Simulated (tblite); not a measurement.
# C5H9BO3: the cost of one run

Computed with tblite 0.8.0 and PySCF 2.14.0, with density-fitted response routines of our own, on a single molecule in the gas phase. Atoms count from 0, in the outputs and in this text.

## Step 1: Starting geometry

18 atoms, charge 0, multiplicity 1; geometry from: force field or distance geometry start.

Bonds of the start (Å): C0–C1 1.34, C1–C2 1.45, C2–B3 1.57, B3–O4 1.47, B3–O5 1.45, C1–C6 1.47, C6–C7 1.52, C6–O8 1.25, C0–H9 1.09, C0–H10 1.08, C2–H11 1.13, C2–H12 1.12, O4–H13 0.99, O5–H14 1.02, C7–H15 1.09, C7–H16 1.13, C7–H17 1.10.

## Step 2: Geometry optimisation with GFN2-xTB

The job: settings as JSON, then the geometry in Å.

```
{"job": {"kind": "relax", "xc": "GFN2-xTB", "basis": "xTB"}, "charge": 0, "multiplicity": 1}
C      1.125500    -0.736200     1.089800
C      0.162400    -0.417900     0.208300
C     -0.464200    -1.372900    -0.692000
B     -0.333300    -1.065700    -2.224900
O     -1.556800    -1.224400    -3.027100
O      0.678700    -0.198200    -2.789200
C     -0.261400     0.988500     0.175500
C      0.422900     1.941700     1.136800
O     -1.152600     1.370200    -0.615800
H      1.496400    -1.760900     1.194900
H      1.563000    -0.001500     1.749000
H     -1.568900    -1.362500    -0.438200
H     -0.141200    -2.426600    -0.489300
H     -2.326500    -0.770700    -2.590800
H      0.634700     0.663400    -2.250600
H     -0.014700     2.939400     1.139200
H      0.211500     1.505300     2.154200
H      1.516000     1.935200     0.993500
```

On the command line:

```console
OMP_NUM_THREADS=1 python probes_run.py task.json out
```

The driver reads the jobs from task.json and runs them one after another.

**Question.** How long does this first job take on 1 thread of Arm Neoverse N1, shared host, and how much memory does it need?

About 2.4 s, with a peak of 0.18 GiB.
